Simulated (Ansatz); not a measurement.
# C2H4F3InO: single points with varied inputs

Aim: run C2H4F3InO under a spread of inputs, and see what each costs and gives.

Method: the settings change from run to run; program: Ansatz 0.2.0, Gaussian basis.

## (1) The molecule

An earlier PBE0-D4 in a triple-zeta def2 set relaxation fixed the geometry. In takes a core potential in def2 sets; no spin-orbit term is included.

SMILES `FC(F)(F)C[O][InH2]`, 11 atoms, charge 0, spin multiplicity 1.

Atoms are counted from 1 here; the program's logs count them from 0.

Bond lengths: F1–C2 1.332 Å, C2–F3 1.335 Å, C2–F4 1.360 Å, C2–C5 1.517 Å, C5–O6 1.377 Å, C5–H8 1.098 Å, C5–H9 1.102 Å, O6–In7 2.018 Å, In7–H10 1.700 Å, In7–H11 1.708 Å. Angles: F1–C2–F3 107.9°, F1–C2–F4 106.4°, F1–C2–C5 113.0°, F3–C2–F4 106.9°, F3–C2–C5 111.8°, F4–C2–C5 110.4°, C2–C5–O6 111.2°, C2–C5–H8 106.6°, C2–C5–H9 105.9°, O6–C5–H8 110.9°, O6–C5–H9 114.4°, H8–C5–H9 107.5°, C5–O6–In7 120.1°, O6–In7–H10 110.1°, O6–In7–H11 111.7°, H10–In7–H11 138.0°.

## (2) r2SCAN50/ANO-RCC-VTZP

Options: the search for lower states set to light.

in.yaml reads:

```yaml
crystal:
  periodic: [false, false, false]
  atoms:
    - {symbol: F, position_ang: [0.249067, -0.666329, 2.155169]}
    - {symbol: C, position_ang: [-0.386677, -0.864663, 1.001854]}
    - {symbol: F, position_ang: [-1.385531, -1.722317, 1.225130]}
    - {symbol: F, position_ang: [0.496644, -1.490536, 0.178973]}
    - {symbol: C, position_ang: [-0.880594, 0.421841, 0.368531]}
    - {symbol: O, position_ang: [0.169246, 1.241036, 0.019071]}
    - {symbol: In, position_ang: [1.363274, 0.748772, -1.531984]}
    - {symbol: H, position_ang: [-1.525877, 0.908942, 1.111245]}
    - {symbol: H, position_ang: [-1.519951, 0.116056, -0.475699]}
    - {symbol: H, position_ang: [2.902078, 1.441487, -1.327730]}
    - {symbol: H, position_ang: [0.518312, -0.134269, -2.724571]}
basis:
  gaussian: {orbitals: ANO-RCC-VTZP}
hamiltonian: {xc: {name: r2SCAN50}}
scf: {lower_state_search: light}
output: {forces: true}
```

Launch:

```
$ ansatz run in.yaml --threads 4 --pin off --events-out ev --progress --plain --max-ram 11315MiB
```

Output (excerpt; [...] marks lines left out):

```text
Functional definition: r2SCAN50
  name "r2SCAN50"
  cite "Bursch, Neugebauer, Ehlert & Grimme, J. Chem. Phys. 156, 134105 (2022) doi:10.1063/5.0086040"
  cite "Furness, Kaplan, Ning, Perdew & Sun, J. Phys. Chem. Lett. 11, 8208 (2020) doi:10.1021/acs.jpclett.0c02405"
  cite "Furness, Kaplan, Ning, Perdew & Sun, J. Phys. Chem. Lett. 11, 9248 (2020) doi:10.1021/acs.jpclett.0c03077"
  parent r2scan
[...]
2601 factors; their error is unknown
[...]
mean field -172370.04920614 eV, -6334.4824717101 hartree, gradient 2.7e-5 eV, S^2 0.000000; 0 other end points of the search recorded, 0 dependent functions left out
[...]
reference -172370.04922705 eV, -6334.4824724786 hartree; 50, 50 occupied and 254, 254 virtual orbitals, 2601 factors
Total energy: -172370.04922705 eV, -6334.4824724786 hartree
Relativity: scalar
Atom 0 at     0.249067    -0.666329     2.155169 Å, force    -0.469656    -0.209097    -0.872256 eV/Å
Atom 1 at    -0.386677    -0.864663     1.001854 Å, force     0.175836    -0.371847     0.198823 eV/Å
Atom 2 at    -1.385531    -1.722317     1.225130 Å, force     0.789130     0.612176    -0.147412 eV/Å
Atom 3 at     0.496644    -1.490536     0.178973 Å, force    -0.604386     0.454895     0.588346 eV/Å
Atom 4 at    -0.880594     0.421841     0.368531 Å, force     0.111775     0.119590     0.044371 eV/Å
Atom 5 at     0.169246     1.241036     0.019071 Å, force    -0.267148    -0.591316    -0.151860 eV/Å
Atom 6 at     1.363274     0.748772    -1.531984 Å, force    -0.145888     0.066827     0.215473 eV/Å
Atom 7 at    -1.525877     0.908942     1.111245 Å, force     0.228429    -0.188941    -0.240446 eV/Å
Atom 8 at    -1.519951     0.116056    -0.475699 Å, force     0.245498     0.093326     0.264113 eV/Å
Atom 9 at     2.902078     1.441487    -1.327730 Å, force    -0.160501    -0.087383    -0.033858 eV/Å
Atom 10 at     0.518312    -0.134269    -2.724571 Å, force     0.096913     0.101770     0.134707 eV/Å
Dipole moment:     0.065679     0.149676    -0.537681 e Å
```

Run time: 36 s. Hardware: 4 threads of Arm Neoverse V1, shared host; peak memory 1.4 GiB.

Largest force 1.012 eV/Å, dipole 2.70 D.

## (3) revPBE/def2-TZVPD

Set apart from the defaults: a grid of angular degree 11, D3(BJ) with three-body dispersion.

Edit in.yaml of step 2 so:

```diff
@@ -15,5 +15,4 @@
 basis:
-  gaussian: {orbitals: ANO-RCC-VTZP}
-hamiltonian: {xc: {name: r2SCAN50}}
-scf: {lower_state_search: light}
+  gaussian: {orbitals: def2-TZVPD, final_grid: {core_spheres: 5, valence_spheres: 4, degree: 11}}
+hamiltonian: {xc: {name: revPBE}, dispersion: d3bjatm}
 output: {forces: true}
```

The command is unchanged.

Output (excerpt; [...] marks lines left out):

```text
Functional definition: revPBE
  name "revPBE"
  cite "Zhang & Yang, Phys. Rev. Lett. 80, 890 (1998) doi:10.1103/PhysRevLett.80.890"
  cite "Perdew, Burke & Ernzerhof, Phys. Rev. Lett. 77, 3865 (1996) doi:10.1103/PhysRevLett.77.3865"
[...]
1758 factors; their error is unknown
[...]
mean field -17513.23808625 eV, -643.5996287705 hartree, gradient 2.1e-5 eV, S^2 0.000000; 0 other end points of the search recorded, 0 dependent functions left out
[...]
reference -17513.23818618 eV, -643.5996324430 hartree; 36, 36 occupied and 290, 290 virtual orbitals, 1758 factors
Total energy: -17513.77585453 eV, -643.6193913904 hartree
Atom 0 at     0.249067    -0.666329     2.155169 Å, force     0.556884     0.175891     1.101496 eV/Å
Atom 1 at    -0.386677    -0.864663     1.001854 Å, force    -0.254704     0.434839    -0.172577 eV/Å
Atom 2 at    -1.385531    -1.722317     1.225130 Å, force    -1.009747    -0.757492     0.194664 eV/Å
Atom 3 at     0.496644    -1.490536     0.178973 Å, force     0.838181    -0.664615    -0.739601 eV/Å
Atom 4 at    -0.880594     0.421841     0.368531 Å, force    -0.327882    -0.009467    -0.062914 eV/Å
Atom 5 at     0.169246     1.241036     0.019071 Å, force     0.172449     0.633724     0.185530 eV/Å
Atom 6 at     1.363274     0.748772    -1.531984 Å, force     0.317903    -0.014722    -0.538039 eV/Å
Atom 7 at    -1.525877     0.908942     1.111245 Å, force    -0.167867     0.303402     0.142988 eV/Å
Atom 8 at    -1.519951     0.116056    -0.475699 Å, force    -0.216269    -0.163682    -0.127156 eV/Å
Atom 9 at     2.902078     1.441487    -1.327730 Å, force     0.192161     0.107766     0.062726 eV/Å
Atom 10 at     0.518312    -0.134269    -2.724571 Å, force    -0.101110    -0.045643    -0.047116 eV/Å
Dipole moment:     0.050744     0.128503    -0.439385 e Å
```

Run time: 6.5 s. Hardware: 4 threads of Arm Neoverse V1, shared host; peak memory 1.3 GiB.

Largest force 1.300 eV/Å, dipole 2.21 D.

## (4) PBE0-DH/def2-TZVPP

Options: the search for lower states set to full.

Edit in.yaml of step 3 so:

```diff
@@ -15,4 +15,4 @@
 basis:
-  gaussian: {orbitals: def2-TZVPD, final_grid: {core_spheres: 5, valence_spheres: 4, degree: 11}}
-hamiltonian: {xc: {name: revPBE}, dispersion: d3bjatm}
-output: {forces: true}
+  gaussian: {orbitals: def2-TZVPP}
+hamiltonian: {xc: {name: PBE0-DH}}
+scf: {lower_state_search: full}
```

Same command.

Output (excerpt; [...] marks lines left out):

```text
Functional definition: PBE0-DH
  name "PBE0-DH"
  cite "Brémond & Adamo, J. Chem. Phys. 135, 024106 (2011) doi:10.1063/1.3604569"
  cite "Perdew, Burke & Ernzerhof, Phys. Rev. Lett. 77, 3865 (1996) doi:10.1103/PhysRevLett.77.3865"
[...]
2025 factors; integrals over basis functions are off by at most 8.7e-4 eV
[...]
mean field -17495.04197431 eV, -642.9309339906 hartree, gradient 4.9e-6 eV, S^2 0.000000; 0 other end points of the search recorded, 0 dependent functions left out
10 core orbitals not correlated: weight in the atoms' cores, before any rotation towards them, 1.000 or more for the frozen orbitals, at most 0.000 for the correlated occupied ones
reference -17495.04199807 eV, -642.9309348635 hartree; 26, 26 occupied and 256, 256 virtual orbitals, 2025 factors
second order -52.33584066 eV of doubles, -0.00000000 eV of singles
Total energy: -17501.58397815 eV, -643.1713481972 hartree
```

Run time: 13 s. Hardware: 4 threads of Arm Neoverse V1, shared host; peak memory 1 GiB.

## (5) CCSD/def2-SVP

Edit in.yaml of step 4 so:

```diff
@@ -15,4 +15,4 @@
 basis:
-  gaussian: {orbitals: def2-TZVPP}
-hamiltonian: {xc: {name: PBE0-DH}}
-scf: {lower_state_search: full}
+  gaussian: {orbitals: def2-SVP}
+hamiltonian: {xc: {name: HF}}
+correlation: {method: ccsd}
```

The command is unchanged.

Output (excerpt; [...] marks lines left out):

```text
Functional definition: HF
  name "HF"
  cite "Fock, Z. Phys. 61, 126 (1930) doi:10.1007/BF01340294"
  parent pbe
[...]
1354 factors; integrals over basis functions are off by at most 1.1e-3 eV
[...]
mean field -17417.72995533 eV, -640.0897696969 hartree, gradient 2.7e-6 eV, S^2 0.000000; 0 other end points of the search recorded, 0 dependent functions left out
10 core orbitals not correlated: weight in the atoms' cores, before any rotation towards them, 1.000 or more for the frozen orbitals, at most 0.000 for the correlated occupied ones
reference -17417.72995533 eV, -640.0897696969 hartree; 26, 26 occupied and 94, 94 virtual orbitals, 1354 factors
second order -29.68230741 eV of doubles, -0.00000000 eV of singles
cycle   1  -29.86061089 eV  change   -1.8e-1 eV  update   1.3e-1
[...]
cycle  10  -30.75943730 eV  change   -3.7e-5 eV  update   2.2e-5
Total energy: -17448.48939262 eV, -641.2201581680 hartree
```

It took 16 s on 4 threads of Arm Neoverse V1, shared host; peak memory 1.1 GiB.

T1 0.013.

## (6) wB97X-V/def2-SVP

This run has density fitting with def2-universal-jkfit, a grid of angular degree 47, a point charge of 2.00 e beside it, high accuracy, the search for lower states set to off.

Edit in.yaml of step 5 so:

```diff
@@ -15,4 +15,5 @@
 basis:
-  gaussian: {orbitals: def2-SVP}
-hamiltonian: {xc: {name: HF}}
-correlation: {method: ccsd}
+  gaussian: {orbitals: def2-SVP, fitting: {mean_field: def2-universal-jkfit}, final_grid: {core_spheres: 20, valence_spheres: 16, degree: 47}, point_charges: [{charge: 2.00, position_ang: [6.166, -0.555, 0.881]}]}
+hamiltonian: {xc: {name: wB97X-V}}
+accuracy: high
+scf: {lower_state_search: off}
```

Same command.

Output (excerpt; [...] marks lines left out):

```text
Functional definition: wB97X-V
  name "wB97X-V"
  cite "Mardirossian & Head-Gordon, Phys. Chem. Chem. Phys. 16, 9904 (2014) doi:10.1039/C3CP54374A"
  cite "Becke, J. Chem. Phys. 107, 8554 (1997) doi:10.1063/1.475007"
  cite "Vydrov & Van Voorhis, J. Chem. Phys. 133, 244103 (2010) doi:10.1063/1.3521275"
[...]
      + integral(e_c_pw_opposite_spin*poly(b97_u_opposite, cos0, cos1)) + vv10(b, c)
[...]
748 factors; integrals over basis functions are off by at most 3.6e-1 eV
748 factors; integrals over basis functions are off by at most 9.2e-8 eV
[...]
mean field -17496.80813753 eV, -642.9958392917 hartree, gradient 7.0e-8 eV, S^2 0.000000; 0 other end points of the search recorded, 0 dependent functions left out
reference -17496.80813732 eV, -642.9958392838 hartree; 36, 36 occupied and 94, 94 virtual orbitals, 748 factors
Total energy: -17496.80813732 eV, -642.9958392838 hartree
Checks for a lower state left out: stability, starts, cluster_reference, orbital_swaps, neighbouring_geometries, increment
```

It took 15 s on 4 threads of Arm Neoverse V1, shared host.

## (7) wB97M-V/STO-3G

This run has coordinates scaled by 0.92, a point charge of -1.00 e beside it, relativity set to scalar, high accuracy.

in.yaml reads:

```yaml
crystal:
  periodic: [false, false, false]
  atoms:
    - {symbol: F, position_ang: [0.229141, -0.613022, 1.982756]}
    - {symbol: C, position_ang: [-0.355743, -0.795490, 0.921705]}
    - {symbol: F, position_ang: [-1.274689, -1.584532, 1.127119]}
    - {symbol: F, position_ang: [0.456912, -1.371293, 0.164655]}
    - {symbol: C, position_ang: [-0.810146, 0.388094, 0.339049]}
    - {symbol: O, position_ang: [0.155706, 1.141753, 0.017546]}
    - {symbol: In, position_ang: [1.254212, 0.688870, -1.409425]}
    - {symbol: H, position_ang: [-1.403807, 0.836227, 1.022346]}
    - {symbol: H, position_ang: [-1.398355, 0.106772, -0.437643]}
    - {symbol: H, position_ang: [2.669912, 1.326168, -1.221511]}
    - {symbol: H, position_ang: [0.476847, -0.123528, -2.506605]}
basis:
  gaussian: {orbitals: STO-3G, point_charges: [{charge: -1.00, position_ang: [7.390, 0.153, -0.194]}]}
hamiltonian: {xc: {name: wB97M-V}, pseudopotentials: {relativity: scalar}}
accuracy: high
output: {forces: true}
```

The command is unchanged.

Output (excerpt; [...] marks lines left out):

```text
Functional definition: wB97M-V
  name "wB97M-V"
  cite "Mardirossian & Head-Gordon, J. Chem. Phys. 144, 214110 (2016) doi:10.1063/1.4952647"
  cite "Becke, J. Chem. Phys. 107, 8554 (1997) doi:10.1063/1.475007"
  cite "Vydrov & Van Voorhis, J. Chem. Phys. 133, 244103 (2010) doi:10.1063/1.3521275"
  # Of w^i u^j: cxij and so on, Table III.
[...]
  gx(w, u) = 1 - cx + cx01*u + cx10*w
  gss(w, u) = css00 + css04*u^4 + css10*w + css20*w^2 + css43*w^4*u^3
  gos(w, u) = cos00 + cos10*w + (cos20 + cos21*u)*w^2 + (cos60 + cos61*u)*w^6
[...]
      + integral(e_c_pw_mod_opposite_spin*gos(b97_w_opposite, b97_u_opposite)) + vv10(b, c)
1347 factors; integrals over basis functions are off by at most 2.3e-8 eV
289 factors; integrals over basis functions are off by at most 1.4e-9 eV
[...]
Atom 1 at    -0.355743    -0.795490     0.921705 Å, force    -1.378453     2.272495    -1.486053 eV/Å
Atom 2 at    -1.274689    -1.584532     1.127119 Å, force   -11.403161    -9.144313     2.173074 eV/Å
Atom 3 at     0.456912    -1.371293     0.164655 Å, force     9.151569    -5.059937    -9.302749 eV/Å
Atom 4 at    -0.810146     0.388094     0.339049 Å, force    -4.794498     2.206147    -1.217586 eV/Å
Atom 5 at     0.155706     1.141753     0.017546 Å, force     8.108547     6.704719    -2.656929 eV/Å
Atom 6 at     1.254212     0.688870    -1.409425 Å, force     0.840575    -0.859061    -0.430425 eV/Å
Atom 7 at    -1.403807     0.836227     1.022346 Å, force    -3.601118     2.142791     3.552051 eV/Å
Atom 8 at    -1.398355     0.106772    -0.437643 Å, force    -3.522582    -1.490193    -3.708055 eV/Å
Atom 9 at     2.669912     1.326168    -1.221511 Å, force    -0.780660    -0.282385    -0.208351 eV/Å
Atom 10 at     0.476847    -0.123528    -2.506605 Å, force     0.400991     0.468723     0.534117 eV/Å
Dipole moment:     0.001848    -0.064914    -0.097210 e Å
```

It took 38 s on 4 threads of Arm Neoverse V1, shared host; peak memory 0.65 GiB.

Largest force 14.854 eV/Å, dipole 0.56 D.

## (8) B97/def2-TZVPP

Set apart from the defaults: atoms shaken by 0.08 Å.

in.yaml reads:

```yaml
crystal:
  periodic: [false, false, false]
  atoms:
    - {symbol: F, position_ang: [0.190688, -0.533435, 2.299975]}
    - {symbol: C, position_ang: [-0.346464, -0.921829, 0.982676]}
    - {symbol: F, position_ang: [-1.384540, -1.588571, 1.260149]}
    - {symbol: F, position_ang: [0.606660, -1.419323, 0.120314]}
    - {symbol: C, position_ang: [-1.006628, 0.382125, 0.330058]}
    - {symbol: O, position_ang: [0.090470, 1.216742, -0.034033]}
    - {symbol: In, position_ang: [1.350287, 0.785453, -1.619244]}
    - {symbol: H, position_ang: [-1.682393, 0.903536, 1.103062]}
    - {symbol: H, position_ang: [-1.508201, 0.180077, -0.458499]}
    - {symbol: H, position_ang: [2.890667, 1.436900, -1.364262]}
    - {symbol: H, position_ang: [0.670474, 0.027352, -2.563135]}
basis:
  gaussian: {orbitals: def2-TZVPP}
hamiltonian: {xc: {name: B97}}
output: {forces: true}
```

Same command.

Output (excerpt; [...] marks lines left out):

```text
Functional definition: B97
  name "B97"
  cite "Becke, J. Chem. Phys. 107, 8554 (1997) doi:10.1063/1.475007"
[...]
      + integral(e_c_pw_opposite_spin*poly(b97_u_opposite, cos0, cos1, cos2))
1680 factors; their error is unknown
[...]
mean field -17509.81446726 eV, -643.4738130932 hartree, gradient 3.2e-5 eV, S^2 0.000000; 0 other end points of the search recorded, 0 dependent functions left out
[...]
reference -17509.81450194 eV, -643.4738143677 hartree; 36, 36 occupied and 256, 256 virtual orbitals, 1680 factors
Total energy: -17509.81450194 eV, -643.4738143677 hartree
Atom 0 at     0.190688    -0.533435     2.299975 Å, force     0.023307    -1.382258    -3.019964 eV/Å
Atom 1 at    -0.346464    -0.921829     0.982676 Å, force     0.054027     6.373316     0.686236 eV/Å
Atom 2 at    -1.384540    -1.588571     1.260149 Å, force    -1.429924    -4.341890     0.501798 eV/Å
Atom 3 at     0.606660    -1.419323     0.120314 Å, force    -1.029760    -0.729615     1.914574 eV/Å
Atom 4 at    -1.006628     0.382125     0.330058 Å, force     5.982547     2.623037     5.792427 eV/Å
Atom 5 at     0.090470     1.216742    -0.034033 Å, force    -0.345354     0.361370    -0.049073 eV/Å
Atom 6 at     1.350287     0.785453    -1.619244 Å, force     3.432349     4.223940     5.692982 eV/Å
Atom 7 at    -1.682393     0.903536     1.103062 Å, force     1.061215    -0.870985    -0.845283 eV/Å
Atom 8 at    -1.508201     0.180077    -0.458499 Å, force    -3.812490    -2.092609    -5.300206 eV/Å
Atom 9 at     2.890667     1.436900    -1.364262 Å, force     0.051707     0.201727     0.162238 eV/Å
Atom 10 at     0.670474     0.027352    -2.563135 Å, force    -3.987623    -4.366032    -5.535731 eV/Å
Dipole moment:    -0.063154    -0.108501    -0.670897 e Å
```

Run time: 16 s. Hardware: 4 threads of Arm Neoverse V1, shared host; peak memory 1.1 GiB.

Largest force 8.731 eV/Å, dipole 3.28 D.

## (9) B3LYP5/def2-mTZVP

Set apart from the defaults: coordinates scaled by 0.92.

in.yaml reads:

```yaml
crystal:
  periodic: [false, false, false]
  atoms:
    - {symbol: F, position_ang: [0.229141, -0.613022, 1.982756]}
    - {symbol: C, position_ang: [-0.355743, -0.795490, 0.921705]}
    - {symbol: F, position_ang: [-1.274689, -1.584532, 1.127119]}
    - {symbol: F, position_ang: [0.456912, -1.371293, 0.164655]}
    - {symbol: C, position_ang: [-0.810146, 0.388094, 0.339049]}
    - {symbol: O, position_ang: [0.155706, 1.141753, 0.017546]}
    - {symbol: In, position_ang: [1.254212, 0.688870, -1.409425]}
    - {symbol: H, position_ang: [-1.403807, 0.836227, 1.022346]}
    - {symbol: H, position_ang: [-1.398355, 0.106772, -0.437643]}
    - {symbol: H, position_ang: [2.669912, 1.326168, -1.221511]}
    - {symbol: H, position_ang: [0.476847, -0.123528, -2.506605]}
basis:
  gaussian: {orbitals: def2-mTZVP}
hamiltonian: {xc: {name: B3LYP5}}
```

Launched as before.

Output (excerpt; [...] marks lines left out):

```text
Functional definition: B3LYP5
  name "B3LYP5"
  cite "Stephens, Devlin, Chabalowski & Frisch, J. Phys. Chem. 98, 11623 (1994) doi:10.1021/j100096a001"
  cite "Becke, Phys. Rev. A 38, 3098 (1988) doi:10.1103/PhysRevA.38.3098"
  cite "Lee, Yang & Parr, Phys. Rev. B 37, 785 (1988) doi:10.1103/PhysRevB.37.785"
  cite "Vosko, Wilk & Nusair, Can. J. Phys. 58, 1200 (1980) doi:10.1139/p80-159"
[...]
1536 factors; their error is unknown
[...]
mean field -17506.61189400 eV, -643.3561206966 hartree, gradient 3.2e-5 eV, S^2 0.000000; 0 other end points of the search recorded, 0 dependent functions left out
reference -17506.61218313 eV, -643.3561313220 hartree; 36, 36 occupied and 131, 131 virtual orbitals, 1536 factors
Total energy: -17506.61218313 eV, -643.3561313220 hartree
```

Wall time 3.1 s (4 threads of Arm Neoverse V1, shared host).

## (10) B2GP-PLYP/def2-SVPD

in.yaml reads:

```yaml
crystal:
  periodic: [false, false, false]
  atoms:
    - {symbol: F, position_ang: [0.249067, -0.666329, 2.155169]}
    - {symbol: C, position_ang: [-0.386677, -0.864663, 1.001854]}
    - {symbol: F, position_ang: [-1.385531, -1.722317, 1.225130]}
    - {symbol: F, position_ang: [0.496644, -1.490536, 0.178973]}
    - {symbol: C, position_ang: [-0.880594, 0.421841, 0.368531]}
    - {symbol: O, position_ang: [0.169246, 1.241036, 0.019071]}
    - {symbol: In, position_ang: [1.363274, 0.748772, -1.531984]}
    - {symbol: H, position_ang: [-1.525877, 0.908942, 1.111245]}
    - {symbol: H, position_ang: [-1.519951, 0.116056, -0.475699]}
    - {symbol: H, position_ang: [2.902078, 1.441487, -1.327730]}
    - {symbol: H, position_ang: [0.518312, -0.134269, -2.724571]}
basis:
  gaussian: {orbitals: def2-SVPD}
hamiltonian: {xc: {name: B2GP-PLYP}}
```

Launched as before.

Output (excerpt; [...] marks lines left out):

```text
Functional definition: B2GP-PLYP
  name "B2GP-PLYP"
  cite "Karton, Tarnopolsky, Lamère, Schatz & Martin, J. Phys. Chem. A 112, 12868 (2008) doi:10.1021/jp801805p"
  cite "Becke, Phys. Rev. A 38, 3098 (1988) doi:10.1103/PhysRevA.38.3098"
  cite "Lee, Yang & Parr, Phys. Rev. B 37, 785 (1988) doi:10.1103/PhysRevB.37.785"
[...]
2032 factors; integrals over basis functions are off by at most 1.1e-3 eV
[...]
mean field -17467.06959708 eV, -641.9029680879 hartree, gradient 4.8e-6 eV, S^2 0.000000; 0 other end points of the search recorded, 0 dependent functions left out
10 core orbitals not correlated: weight in the atoms' cores, before any rotation towards them, 1.000 or more for the frozen orbitals, at most 0.000 for the correlated occupied ones
reference -17467.06975203 eV, -641.9029737818 hartree; 26, 26 occupied and 160, 160 virtual orbitals, 2032 factors
second order -36.20742107 eV of doubles, -0.00000000 eV of singles
Total energy: -17480.10442361 eV, -642.3819891274 hartree
```

Run time: 9 s. Hardware: 4 threads of Arm Neoverse V1, shared host; peak memory 0.72 GiB.

## (11) The runs in one table

```csv
level,charge,multiplicity,geometry,functions,energy (eV),time
r2SCAN50/ANO-RCC-VTZP,0,1,relaxed,304,-172370.049,36 s
revPBE/def2-TZVPD,0,1,relaxed,326,-17513.776,6.5 s
PBE0-DH/def2-TZVPP,0,1,relaxed,292,-17501.584,13 s
CCSD/def2-SVP,0,1,relaxed,130,-17448.489,16 s
wB97X-V/def2-SVP,0,1,"relaxed, point charge",130,-17496.808,15 s
wB97M-V/STO-3G,0,1,"scaled, point charge",61,-169481.309,38 s
B97/def2-TZVPP,0,1,shaken,292,-17509.815,16 s
B3LYP5/def2-mTZVP,0,1,scaled,167,-17506.612,3.1 s
B2GP-PLYP/def2-SVPD,0,1,relaxed,196,-17480.104,9 s
```

## (12) Outcome

| quantity | value |
| --- | --- |
| runs | 9 |
| quickest | B3LYP5/def2-mTZVP, 3.1 s |
| slowest | wB97M-V/STO-3G, 38 s |
| spread of total energies, same state and geometry | 154921.6 eV |
| dipole, same state and geometry | 2.21 to 2.70 D |

In words: wB97M-V/STO-3G took 12 times as long as B3LYP5/def2-mTZVP. The jobs differ in tasks and options as well as level. Total energies at one charge and spin differ by 154922 eV between levels, so only differences within one level mean anything. Some of these runs are scalar-relativistic and others not, which shifts the totals of all-electron atoms past neon by several eV an atom and more; core potentials, where a basis has them, take the core out of the total altogether. At the PBE0-D4/def2-TZVP geometry and in the same state, the sound runs without point charges leave forces up to 1.30 eV/Å (revPBE/def2-TZVPD), against 8.7 eV/Å where the atoms were moved.
